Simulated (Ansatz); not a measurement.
# C2H12BPSi2: a dynamics run in two tries

Wanted: a short trajectory, and a check that the input is sound. SMILES of the start: CC([SiH3])B([SiH3])P.

All numbers below are computed with Ansatz 0.2.0 (RKS CAM-B3LYP-D4/STO-3G).

## Step 1: The system as given

Bond lengths (14 of 17 bonds, heavy atoms first): C1–C2 1.558 Å, C2–Si3 1.897 Å, C2–B4 1.563 Å, B4–Si5 1.968 Å, B4–P6 1.861 Å, C1–H7 1.098 Å, C1–H8 1.098 Å, C1–H9 1.098 Å, C2–H10 1.100 Å, Si3–H11 1.439 Å, Si3–H12 1.438 Å, Si3–H13 1.438 Å, Si5–H14 1.441 Å, Si5–H15 1.439 Å. Angles (14 of 30 angles, heavy atoms first): C1–C2–Si3 109.0°, C1–C2–B4 117.4°, Si3–C2–B4 106.4°, C2–B4–Si5 118.9°, C2–B4–P6 120.9°, Si5–B4–P6 119.6°, C1–C2–H10 108.3°, Si3–C2–H10 104.9°, B4–C2–H10 110.2°, C2–C1–H7 111.4°, C2–C1–H8 111.0°, C2–C1–H9 111.2°, C2–Si3–H11 108.9°, C2–Si3–H12 109.9°.

The coordinates stand in the first input below.

## Step 2: First try

input.yaml reads:

```yaml
crystal:
  periodic: [false, false, false]
  atoms:
    - { symbol: C, position_ang: [1.521272, 1.037037, 0.99875] }
    - { symbol: C, position_ang: [0.741812, 0.319964, -0.144156] }
    - { symbol: Si, position_ang: [1.438247, -1.431094, -0.361631] }
    - { symbol: B, position_ang: [-0.803858, 0.161521, 0.029677] }
    - { symbol: Si, position_ang: [-1.917496, -0.118947, -1.568672] }
    - { symbol: P, position_ang: [-1.565134, 0.003836, 1.720033] }
    - { symbol: H, position_ang: [1.423476, 0.497041, 1.949198] }
    - { symbol: H, position_ang: [1.144287, 2.056783, 1.153632] }
    - { symbol: H, position_ang: [2.591724, 1.109513, 0.763587] }
    - { symbol: H, position_ang: [0.967283, 0.832697, -1.090292] }
    - { symbol: H, position_ang: [2.845224, -1.339607, -0.648533] }
    - { symbol: H, position_ang: [1.256116, -2.183899, 0.849946] }
    - { symbol: H, position_ang: [0.781483, -2.11619, -1.442024] }
    - { symbol: H, position_ang: [-2.794783, 1.007754, -1.760098] }
    - { symbol: H, position_ang: [-1.143294, -0.268867, -2.772525] }
    - { symbol: H, position_ang: [-2.755083, -1.283482, -1.439645] }
    - { symbol: H, position_ang: [-0.978556, 1.104457, 2.345885] }
    - { symbol: H, position_ang: [-2.79032, 0.622684, 1.468568] }
basis:
  gaussian: { orbitals: STO-3G }
hamiltonian:
  xc: cam_b3lyp
  dispersion: d4
md:
  timestep: 0.5
  n_steps: 25
  ensemble: nve
  temperature: 300.0
  initial_velocities: maxwell_boltzmann
  seed: 326713
  friction: 0.05
  masses: [{ species: H, mass: 2.014 }]
  temperature_schedule: [{ n_steps: 10, end_temperature: 100.0 }]
```

The run is started by

```
$ ansatz run input.yaml --threads 1 --pin off --max-ram 2048MiB --backend cpu --events-out ev --progress --plain --runs-dir out
```

What does the calculation give? Wanted: first try.

**Answer**, as computed:

```
 quantity                                                                             value
first try                                                                           refused
    cause  a temperature schedule needs a thermostat, and a run at constant energy has none
```

**Reading.** The fault in the first input was caught at the input check and cost nothing.
